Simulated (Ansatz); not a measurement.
# AsHP: the cost of one run

Computed with Ansatz 0.2.0, Gaussian basis. Level: def2-QZVPP, all electrons in the functionals, frozen cores in the correlation of double hybrids and RPA.

The runs, in order: PBE, BLYP, r2SCAN, B97M-V, PBE0, B3LYP, wB97M-V, B2PLYP, at charge 0, doublet; charge 0, quartet; charge 1, singlet; charge 1, triplet.

8 further runs of the same task are left out: 8 set aside as unsound or not needed.

## (1) The geometry

The geometry is a PBE0/def2-TZVP stationary point (not a proven minimum). No spin-orbit coupling is included. The filled d shell of As may be among the frozen orbitals whatever the setting's name suggests; the logs give the count.

3 atoms, charge 0, spin multiplicity 2.

Atoms are counted from 1 here; the program's logs count them from 0.

Bond lengths: P1–As2 2.110 Å, As2–H3 1.537 Å. Angles: P1–As2–H3 95.1°.

No dispersion term is added; B97M-V, wB97M-V hold VV10 nonlocal correlation. B3LYP takes the VWN-RPA correlation.

The geometry shown and the zero of energy belong to the point charge 0, doublet. The yardstick, RCCSD(T), and other wave-function levels (R restricted, U unrestricted, valence and pair active spaces) come from earlier runs.

## (2) PBE, charge 0, doublet

in.yaml

```yaml
crystal:
  periodic: [false, false, false]
  atoms:
    - {symbol: P, position_ang: [0.000000, 0.025953, 1.499471]}
    - {symbol: As, position_ang: [0.000000, -0.030848, -0.609328]}
    - {symbol: H, position_ang: [0.000000, 1.495455, -0.786227]}
basis:
  gaussian: {orbitals: "def2-QZVPP.json"}
magnetization: {spin_polarized: true, initial_magnetization: 1}
hamiltonian: {xc: {name: PBE}}
output: {orbitals: {seedname: orbitals}}
```

On the command line:

```console
$ ansatz run in.yaml --threads 1 --pin off --events-out ev --progress --plain --max-ram 2393MiB
```

What time and memory should one allow on 1 thread of Arm Neoverse V1, shared host?

About 14 s, with a peak of 0.36 GiB.
